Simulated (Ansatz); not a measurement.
# BCl3H4OSi: up Jacob's ladder to CCSD(T)

How much do the methods differ for BCl3H4OSi? The plan is to run it at one geometry with functionals of several rungs and with coupled cluster, and see how far each lands from CCSD(T) at the basis-set limit for the atomisation energy.

Method: functionals in def2-TZVPP, the program's frozen cores in correlated methods; program: Ansatz 0.2.0, Gaussian basis.

Levels to be run: LDA (SPW92), PBE-D4, revPBE-D4, BLYP-D4, r2SCAN-D4, B97M-V, PBE0-D4, B3LYP-D4, r2SCANh-D4, r2SCAN0-D4, HSE06-D4, BHLYP-D4, CAM-B3LYP-D4, LC-ωPBE, ωB97X-V, ωB97M-V, B2PLYP, PBE-QIDH; CCSD(T)/def2-SVP; CCSD(T)/def2-TZVPP; MP2/def2-QZVPP; extrapolation to the limit; RPA on PBE.

## 1. Structure used throughout

The geometry comes from an earlier relaxation with PBE0-D4 in a triple-zeta def2 set; it is a stationary point, not always the lowest conformer.

SMILES `[SiH3][OH+][B-](Cl)(Cl)Cl`, 10 atoms, charge 0, spin multiplicity 1.

Atoms are counted from 1 here; the program's logs count them from 0.

Bond lengths: Si1–O2 1.732 Å, Si1–H7 1.483 Å, Si1–H8 1.471 Å, Si1–H9 1.470 Å, O2–B3 1.590 Å, O2–H10 0.966 Å, B3–Cl4 1.818 Å, B3–Cl5 1.807 Å, B3–Cl6 1.827 Å. Angles: O2–Si1–H7 100.2°, O2–Si1–H8 109.4°, O2–Si1–H9 108.4°, H7–Si1–H8 111.5°, H7–Si1–H9 111.2°, H8–Si1–H9 115.0°, Si1–O2–B3 123.5°, Si1–O2–H10 118.2°, B3–O2–H10 111.7°, O2–B3–Cl4 105.9°, O2–B3–Cl5 105.6°, O2–B3–Cl6 102.0°, Cl4–B3–Cl5 113.6°, Cl4–B3–Cl6 113.4°, Cl5–B3–Cl6 114.8°.

## 2. LDA

This LDA is Slater exchange with PW92 correlation.

Contents of in.yaml:

```yaml
crystal:
  periodic: [false, false, false]
  atoms:
    - {symbol: Si, position_ang: [0.248049, -1.028880, 1.058951]}
    - {symbol: O, position_ang: [0.615591, 0.047822, -0.247531]}
    - {symbol: B, position_ang: [-0.437254, 1.063744, -0.869804]}
    - {symbol: Cl, position_ang: [-1.288307, 0.152723, -2.193620]}
    - {symbol: Cl, position_ang: [0.533162, 2.467149, -1.464196]}
    - {symbol: Cl, position_ang: [-1.509046, 1.426060, 0.564728]}
    - {symbol: H, position_ang: [1.344468, -2.014566, 0.903708]}
    - {symbol: H, position_ang: [-1.067793, -1.645535, 0.829680]}
    - {symbol: H, position_ang: [0.375446, -0.286373, 2.321811]}
    - {symbol: H, position_ang: [1.268684, -0.233445, -0.900726]}
basis:
  gaussian: {orbitals: def2-TZVPP}
hamiltonian: {xc: lda}
output: {orbitals: {seedname: orbitals}}
```

Launch:

```bash
$ ansatz run in.yaml --threads 4 --pin off --events-out ev --progress --plain --max-ram 11315MiB
```

After this run come: PBE-D4 (GGA); revPBE-D4 (GGA); BLYP-D4 (GGA); r2SCAN-D4 (meta-GGA); B97M-V (meta-GGA); B3LYP-D4 (hybrid); r2SCANh-D4 (hybrid); r2SCAN0-D4 (hybrid); HSE06-D4 (hybrid); BHLYP-D4 (hybrid); CAM-B3LYP-D4 (range-separated); LC-ωPBE (range-separated); ωB97X-V (range-separated); ωB97M-V (range-separated); B2PLYP (double hybrid); PBE-QIDH (double hybrid); CCSD(T) in def2-SVP; CCSD(T) in def2-TZVPP; MP2 in def2-QZVPP; RPA on PBE orbitals.

**Question.** What will the summary of the whole plan be? Wanted: atomisation energy, CCSD(T)/CBS; farthest beyond LDA; mean size of error, GGA; mean size of error, meta-GGA; mean size of error, hybrid; mean size of error, range-separated; mean size of error, double hybrid; gap, smallest and largest; T1 diagnostic.

The runs gave:

| quantity | value |
| --- | --- |
| atomisation energy, CCSD(T)/CBS | 3330.0 kJ/mol |
| functionals within 16.7 kJ/mol (0.5 %) | PBE0-D4, r2SCANh-D4, HSE06-D4, CAM-B3LYP-D4, ωB97X-V |
| farthest beyond LDA | BHLYP-D4 (-112.6 kJ/mol) |
| mean size of error, GGA | 45.2 kJ/mol |
| mean size of error, meta-GGA | 21.0 kJ/mol |
| mean size of error, hybrid | 34.9 kJ/mol |
| mean size of error, range-separated | 23.6 kJ/mol |
| mean size of error, double hybrid | 42.0 kJ/mol |
| gap, smallest and largest | 4.70 eV (LDA (SPW92)), 12.07 eV (LC-ωPBE) |
| T1 diagnostic | 0.0097 |
| triples share of the correlation energy | 4.0 % |

In words: The LDA atomisation energy is off by 487.0 kJ/mol (15 %): it overbinds. PBE-D4 is off by +32.3 kJ/mol. Double hybrids carry the basis error of their MP2 part in triple zeta, and no dispersion term here, so their miss is partly the set-up's. By mean error the best rung here is meta-GGA (21.0 kJ/mol) and the worst beyond LDA is GGA (45.2 kJ/mol). The gap between the best rungs is small, so their order is not settled. The reference freezes the cores and leaves out relativity and excitations past (T), so misses under about 16.7 kJ/mol can't be ranked. Hartree-Fock recovers 74 % of the binding; the rest is correlation. CCSD(T) in def2-SVP is off by -209.7 kJ/mol, more than most functionals: a good method in a small basis is no reference. Orbital gaps span 4.7 to 12.1 eV; exact exchange widens them.
